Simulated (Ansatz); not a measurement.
**CH₃GeN: vertical ionisation energy**

One table from this session's results is given with a row withheld; the runs are named, their logs left out.

Method: unrestricted cation, the program's frozen cores in correlated methods; program: Ansatz 0.2.0, Gaussian basis.

The runs, in order: UKS PBE-D4/def2-TZVPP; UKS r2SCAN-D4/def2-TZVPP; UKS PBE0-D4/def2-TZVPP; UKS B3LYP-D4/def2-TZVPP; UKS wB97X-V/def2-TZVPP; UKS wB97M-V/def2-TZVPP; UKS B2PLYP/def2-TZVPP; UHF-CCSD(T)/def2-TZVPP; UHF-MP2/def2-QZVPP; extrapolation to the limit; then −ε(HOMO) from the neutral's earlier runs with LDA (SPW92), PBE-D4, revPBE-D4, BLYP-D4, r2SCAN-D4, B97M-V, PBE0-D4, B3LYP-D4, r2SCANh-D4, r2SCAN0-D4, HSE06-D4, BHLYP-D4, CAM-B3LYP-D4, LC-ωPBE, ωB97X-V, ωB97M-V.

## Structure used throughout

An earlier PBE0-D4 in a triple-zeta def2 set relaxation fixed the geometry.

6 atoms, charge 0, spin multiplicity 1.

Atoms are counted from 1 here; the program's logs count them from 0.

Bond lengths: N1–C2 1.151 Å, C2–Ge3 1.924 Å, Ge3–H4 1.528 Å, Ge3–H5 1.528 Å, Ge3–H6 1.528 Å. Angles: N1–C2–Ge3 180.0°, C2–Ge3–H4 106.9°, C2–Ge3–H5 106.9°, C2–Ge3–H6 106.9°, H4–Ge3–H5 111.9°, H4–Ge3–H6 111.9°, H5–Ge3–H6 111.9°.

Set-up of the first run:

The input, in.yaml:

```yaml
crystal:
  periodic: [false, false, false]
  atoms:
    - {symbol: N, position_ang: [0.584941, -2.257350, 0.822337]}
    - {symbol: C, position_ang: [0.314704, -1.207572, 0.434557]}
    - {symbol: Ge, position_ang: [-0.136426, 0.546826, -0.213650]}
    - {symbol: H, position_ang: [-1.455940, 0.413656, -0.972715]}
    - {symbol: H, position_ang: [1.005679, 0.989218, -1.127386]}
    - {symbol: H, position_ang: [-0.270958, 1.451123, 1.010758]}
basis:
  gaussian: {orbitals: def2-TZVPP}
total_charge: 1
magnetization: {spin_polarized: true, initial_magnetization: 1}
hamiltonian: {xc: pbe, dispersion: d4}
```

On the command line:

```sh
ansatz run in.yaml --threads 4 --pin off --events-out ev --progress --plain --max-ram 10444MiB
```

Among the steps run: Cation, UKS PBE-D4/def2-TZVPP; Cation, UKS r2SCAN-D4/def2-TZVPP; Cation, UKS PBE0-D4/def2-TZVPP; Cation, UKS B3LYP-D4/def2-TZVPP; Cation, UKS wB97X-V/def2-TZVPP; Cation, UKS wB97M-V/def2-TZVPP; Cation, UKS B2PLYP (frozen core)/def2-TZVPP; Cation, UHF-CCSD(T)/def2-TZVPP; Cation, UHF-MP2/def2-QZVPP.

One of the session's tables, all rows but one given; the rest of the session is left out.

Orbital estimates, from the neutral's runs:

```
  functional  −ε(HOMO) (eV)
 LDA (SPW92)           8.54
      PBE-D4           8.38
   revPBE-D4           8.32
     BLYP-D4           8.23
   r2SCAN-D4           8.68
      B97M-V           8.68
     PBE0-D4           9.71
    B3LYP-D4           9.46
  r2SCANh-D4           9.17
  r2SCAN0-D4           9.91
    HSE06-D4              ?
    BHLYP-D4          10.89
CAM-B3LYP-D4          11.11
     LC-ωPBE          12.58
     ωB97X-V          12.15
     ωB97M-V          11.99
```

Q: Estimate the row for HSE06-D4 from the others.

The run gave: −ε(HOMO) (eV): 9.31. In the column «−ε(HOMO) (eV)» it lies between r2SCANh-D4 (9.17) and B3LYP-D4 (9.46).

Caveats from the session: The cation may have settled in a state other than its lowest; no search over hole states beyond the program's own was made.
